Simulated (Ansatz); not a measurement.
**AlGaP (doublet): geometry optimisation**

Aim: relax a generated start of AlGaP (doublet) and see which bonds hold.

Computed with Ansatz 0.2.0, Gaussian basis. Level: UKS PBE0/def2-TZVP.

## Step 1: Where the work starts

3 atoms, charge 0, spin multiplicity 2.

Atoms are counted from 1 here; the program's logs count them from 0.

Bond lengths: Al1–Ga2 2.644 Å, Ga2–P3 2.223 Å. Angles: Al1–Ga2–P3 133.5°.

Coordinates:

```xyz
3

Al   -2.42849   -0.53736   -0.00507
Ga    0.03102    0.43314    0.00361
P     2.04567   -0.50691   -0.00370
```

The start was built by rule and, where that kept it together, relaxed with GFN2-xTB. Sticks and bond lists go by distance. No spin-orbit coupling is included. 

## Step 2: The run

in.yaml reads:

```yaml
crystal:
  periodic: [false, false, false]
  atoms:
    - {symbol: Al, position_ang: [-2.428495, -0.537358, -0.005068]}
    - {symbol: Ga, position_ang: [0.031016, 0.433138, 0.003606]}
    - {symbol: P, position_ang: [2.045668, -0.506911, -0.003703]}
basis:
  gaussian: {orbitals: def2-TZVP}
magnetization: {spin_polarized: true, initial_magnetization: 1}
hamiltonian: {xc: pbe0}
relax: {f_tol: 0.004, max_steps: 80}
```

Started as:

```sh
ansatz run in.yaml --threads 1 --pin off --events-out ev --progress --plain --max-ram 2176MiB
```

Q: Predict the outcome of this session. Wanted: energy gained; shift from the start; total energy; dipole moment; ⟨S²⟩.

**Answer**, as computed:

| quantity | value |
| --- | --- |
| steps | 7 |
| energy gained | 0.097 eV |
| shift from the start (rms) | 0.476 Å |
| total energy | -68248.3700 eV |
| dipole moment | 4.74 D |
| ⟨S²⟩ | 0.779 |

The bonds of the start are those of the end. Ga2–P3 went from 2.223 to 2.169 Å. No vibrations were run, so this is a stationary point, not a proven minimum, and this spin need not be the ground state's.
